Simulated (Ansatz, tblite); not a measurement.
# Si22H28 ring sphere (Si₂₁SbH₂₈): a ladder of methods and basis sets

The task here is to estimate one member of a computed series from the others.

Method: as each input shows; program: Ansatz 0.2.0, Gaussian basis.

Levels to be run: GFN1-xTB, GFN2-xTB, PBE-D4/def2-SVP, r2SCAN-D4/def2-SVP, LDA/def2-SVP, HF/def2-SVP, r2SCAN0-D4/def2-SVP, r2SCAN-D4/def2-mTZVP.

6 further runs of the same task are left out: 2 that didn't finish, 4 set aside as unsound or not needed.

## The geometry

The doublet was relaxed beforehand with PBE-D4/def2-SVP.

50 atoms, charge 0, spin multiplicity 2.

Bond lengths: Si1–Si14 2.351 Å, Si1–Sb15 2.603 Å, Si1–H23 1.509 Å, Si1–H24 1.509 Å, Si2–Si16 2.341 Å, Si2–H25 1.507 Å, Si2–H26 1.508 Å, Si3–Si14 2.352 Å, Si3–Si17 2.352 Å, Si3–H27 1.509 Å, Si3–H28 1.509 Å, Si4–Si14 2.352 Å, Si4–Si18 2.349 Å, Si4–H29 1.509 Å, Si4–H30 1.509 Å, Si5–Sb15 2.597 Å, Si5–Si18 2.344 Å, Si5–Si19 2.347 Å and more. Angles: Si14–Si1–Sb15 118.1°, Si14–Si1–H23 109.7°, Si14–Si1–H24 109.8°, Sb15–Si1–H23 105.5°, Sb15–Si1–H24 105.6°, H23–Si1–H24 107.6°, Si16–Si2–H25 116.3°, Si16–Si2–H26 116.0°, H25–Si2–H26 110.8°, Si14–Si3–Si17 109.1°, Si14–Si3–H27 109.6°, Si14–Si3–H28 109.8°, Si17–Si3–H27 110.1°, Si17–Si3–H28 110.0°, H27–Si3–H28 108.3°, Si14–Si4–Si18 109.8°, Si14–Si4–H29 109.9°, Si14–Si4–H30 109.9° and more.

Sb takes a core potential in the def2 sets. No spin-orbit coupling is included.

PBE0-D4/def2-SVP was run before; its log isn't repeated, and its numbers join the tables.

The first run:

Tight binding, by tblite at 300 K electronic temperature and without a spin-polarisation term:

```python
tblite.interface.Calculator('GFN1-xTB', numbers, positions, charge=0, uhf=1).singlepoint()
```

Tight binding, by tblite at 300 K electronic temperature and without a spin-polarisation term:

```python
tblite.interface.Calculator('GFN2-xTB', numbers, positions, charge=0, uhf=1).singlepoint()
```

start.molden holds the orbitals of an earlier run on this state, given as this run's starting guess.

Contents of in.yaml:

```yaml
crystal:
  periodic: [false, false, false]
  atoms:
    - {symbol: Si, position_ang: [-3.612602, -1.089610, -2.010999]}
    - {symbol: Si, position_ang: [-4.295148, 2.824062, 1.813964]}
    - {symbol: Si, position_ang: [-0.796344, -0.976263, -4.625218]}
    - {symbol: Si, position_ang: [-0.788464, -3.696691, -1.889846]}
    - {symbol: Si, position_ang: [-0.878828, -0.992811, 0.844870]}
    - {symbol: Si, position_ang: [1.873463, -3.630644, 0.878191]}
    - {symbol: Si, position_ang: [1.862532, -0.911699, -1.831851]}
    - {symbol: Si, position_ang: [1.797219, -0.918802, 3.588082]}
    - {symbol: Si, position_ang: [-0.895581, 1.749355, -1.885415]}
    - {symbol: Si, position_ang: [-0.953919, 4.543070, 0.792880]}
    - {symbol: Si, position_ang: [1.762513, 1.790567, 0.873392]}
    - {symbol: Si, position_ang: [-0.976444, 1.704447, 3.590845]}
    - {symbol: Si, position_ang: [4.554029, -0.875226, 0.913327]}
    - {symbol: Si, position_ang: [-2.136454, -2.385731, -3.302084]}
    - {symbol: Sb, position_ang: [-2.593605, 0.586849, -0.299537]}
    - {symbol: Si, position_ang: [-2.150307, 3.450254, 2.512590]}
    - {symbol: Si, position_ang: [0.492315, 0.400778, -3.220681]}
    - {symbol: Si, position_ang: [0.510331, -2.306311, -0.511821]}
    - {symbol: Si, position_ang: [0.419049, 0.403732, 2.212900]}
    - {symbol: Si, position_ang: [3.201985, -2.260062, 2.256278]}
    - {symbol: Si, position_ang: [3.184542, 0.465520, -0.454607]}
    - {symbol: Si, position_ang: [0.413176, 3.134745, -0.508787]}
    - {symbol: H, position_ang: [-4.487584, -0.259366, -2.918543]}
    - {symbol: H, position_ang: [-4.515070, -1.992697, -1.205900]}
    - {symbol: H, position_ang: [-4.730174, 1.424280, 2.165383]}
    - {symbol: H, position_ang: [-4.645698, 3.150877, 0.384600]}
    - {symbol: H, position_ang: [-1.675535, -0.131085, -5.514373]}
    - {symbol: H, position_ang: [0.106992, -1.807594, -5.502991]}
    - {symbol: H, position_ang: [-1.655110, -4.585357, -1.031371]}
    - {symbol: H, position_ang: [0.119742, -4.575342, -2.715073]}
    - {symbol: H, position_ang: [-1.692995, -1.906271, 1.733726]}
    - {symbol: H, position_ang: [0.999124, -4.525222, 1.722763]}
    - {symbol: H, position_ang: [2.750736, -4.507146, 0.016763]}
    - {symbol: H, position_ang: [2.754623, -1.786283, -2.683926]}
    - {symbol: H, position_ang: [0.934269, -1.790215, 4.467906]}
    - {symbol: H, position_ang: [2.626152, -0.023462, 4.476817]}
    - {symbol: H, position_ang: [-1.740286, 2.623685, -2.785059]}
    - {symbol: H, position_ang: [-1.944842, 5.251291, -0.101259]}
    - {symbol: H, position_ang: [-0.073550, 5.595215, 1.424979]}
    - {symbol: H, position_ang: [2.592451, 2.670444, 1.781038]}
    - {symbol: H, position_ang: [-1.971210, 0.792700, 4.270739]}
    - {symbol: H, position_ang: [-0.111668, 2.319230, 4.666789]}
    - {symbol: H, position_ang: [5.461544, -1.723097, 0.055478]}
    - {symbol: H, position_ang: [5.415594, -0.000498, 1.791161]}
    - {symbol: H, position_ang: [-2.961506, -3.282593, -4.199897]}
    - {symbol: H, position_ang: [-2.334723, 4.505309, 3.583109]}
    - {symbol: H, position_ang: [1.363459, 1.318551, -4.050796]}
    - {symbol: H, position_ang: [4.081760, -3.118761, 3.136862]}
    - {symbol: H, position_ang: [4.031698, 1.364795, -1.326333]}
    - {symbol: H, position_ang: [1.308380, 3.989087, -1.379026]}
basis:
  gaussian: {orbitals: def2-SVP, fitting: {mean_field: def2-universal-jkfit}, initial_orbitals: start.molden}
magnetization: {spin_polarized: true, initial_magnetization: 1}
hamiltonian: {xc: pbe, dispersion: d4}
scf: {omitted_lower_state_checks: [starts]}
output: {forces: true, orbitals: {seedname: orbitals}}
```

On the command line:

```bash
$ ansatz run in.yaml --threads 2 --pin off --events-out ev --progress --plain --max-ram 22528MiB --backend cuda --devices 0, --max-vram 18GiB
```

Among the steps run: PBE-D4/def2-SVP; r2SCAN-D4/def2-SVP; LDA/def2-SVP; HF/def2-SVP; r2SCAN0-D4/def2-SVP; r2SCAN-D4/def2-mTZVP.

One of the session's tables, all rows but one given; the rest of the session is left out.

It belongs to the step «Binding energy». 

```
               level  binding an atom (eV)
         HF/def2-SVP                 2.344
        LDA/def2-SVP                 3.613
     PBE-D4/def2-SVP                 3.256
  r2SCAN-D4/def2-SVP                 3.256
r2SCAN-D4/def2-mTZVP                 3.203
    PBE0-D4/def2-SVP                 3.249
 r2SCAN0-D4/def2-SVP                     ?
```

**Question.** Estimate the row for r2SCAN0-D4/def2-SVP.

The run gave: binding an atom (eV): 3.233. In the column «binding an atom (eV)» it lies between r2SCAN-D4/def2-mTZVP (3.203) and PBE0-D4/def2-SVP (3.249).

Caveats from the session: Free atoms were run apart at each level; binding is atoms less cluster, divided by the number of atoms, without zero-point or spin-orbit terms.
